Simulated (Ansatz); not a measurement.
## C2H7BSi, SMILES B[SiH]1CC1: a ladder of methods at one geometry

Computed with Ansatz 0.2.0 through its Python package.

The script, `methods.py`:
```python
from dataclasses import dataclass
from pathlib import Path

import ansatz as az
import numpy as np


@dataclass(frozen=True)
class Settings:
    basis_set: str = "cc-pVDZ"


opts = Settings()

geometry_ang = [
    ("B", [-1.2268, 1.3747, -0.6307]),
    ("Si", [0.4727, 0.6926, -0.2307]),
    ("C", [0.2396, -0.75, 0.9572]),
    ("C", [0.7248, -1.1688, -0.3968]),
    ("H", [-1.7037, 1.3261, -1.7564]),
    ("H", [-1.9175, 1.9457, 0.2059]),
    ("H", [1.5987, 1.5369, 0.2813]),
    ("H", [-0.738, -0.9738, 1.2384]),
    ("H", [1.0921, -0.8376, 1.7592]),
    ("H", [1.7002, -1.5343, -0.4645]),
    ("H", [-0.1767, -1.6685, -0.9423]),
]
mol = az.Crystal.molecule()
for symbol, xyz in geometry_ang:
    mol = mol.atom(symbol, xyz)

calculation = mol.calculation().basis(gaussian=opts.basis_set)

print("functional    E (Ha)        dipole (D)   HOMO (eV)  LUMO (eV)")
for name in ["cam_b3lyp", "r2scan0", "pbe", "hse06", "b3lyp", "r2scan"]:
    report = calculation.functional(name).forces().orbitals().run(threads=1, backend="cpu", runs_dir="runs").report
    lines = Path(report["orbitals_path"]).read_text().splitlines()
    field_of = lambda key: [line.split("=")[1].strip() for line in lines if line.startswith(key)]
    orbitals = [(27.211386 * float(e), s, float(n)) for e, s, n in zip(field_of("Ene="), field_of("Spin="), field_of("Occup="))]
    homo = max(e for e, _, n in orbitals if n > 0.5)
    lumo = min(e for e, _, n in orbitals if n < 0.5)
    dipole = 4.803205 * np.linalg.norm(report["charge_distribution"]["dipole_moment_e_ang"])
    print(f"{name:10s} {report['free_energy_ev'] / 27.211386246:14.6f} {dipole:9.3f} {homo:11.3f} {lumo:10.3f}")
```

```console
$ python methods.py
functional    E (Ha)        dipole (D)   HOMO (eV)  LUMO (eV)
cam_b3lyp     -394.579024     0.147      -7.520     -1.340
r2scan0       -394.547219     0.206      -6.443     -2.358
pbe           -394.340646     0.555      -5.309     -3.431
hse06         -394.382446     0.280      -5.927     -2.887
b3lyp         -394.677477     0.274      -6.100     -2.662
r2scan        -394.556844     0.393      -5.495     -3.174
```

Total energies depend on the basis set; only differences at equal settings carry meaning. The geometry is a force-field or estimated start, not a minimum of this method, and the basis set is short of its limit. A lower total doesn't mark the better method: functionals have no common bound, and MP2 and coupled cluster aren't variational. b3lyp holds the VWN-RPA fit, as in Gaussian; the form of ORCA and Turbomole is b3lyp5. Levels such as HOMO and LUMO are orbital energies: with these approximate functionals they aren't the ionisation energy and electron affinity, and their gap isn't the fundamental gap. For Al to Cl the sets with a tight d function, cc-pV(X+d)Z, are usual. hse06 follows the composition of plane-wave codes, whose totals differ by tens of mHa, up to about 0.1 Ha, from the form usual in Gaussian-basis programs (wpbeh). Timing: 30 s on 1 thread of Arm Neoverse V1 (shared host), peak memory 0.27 GiB.
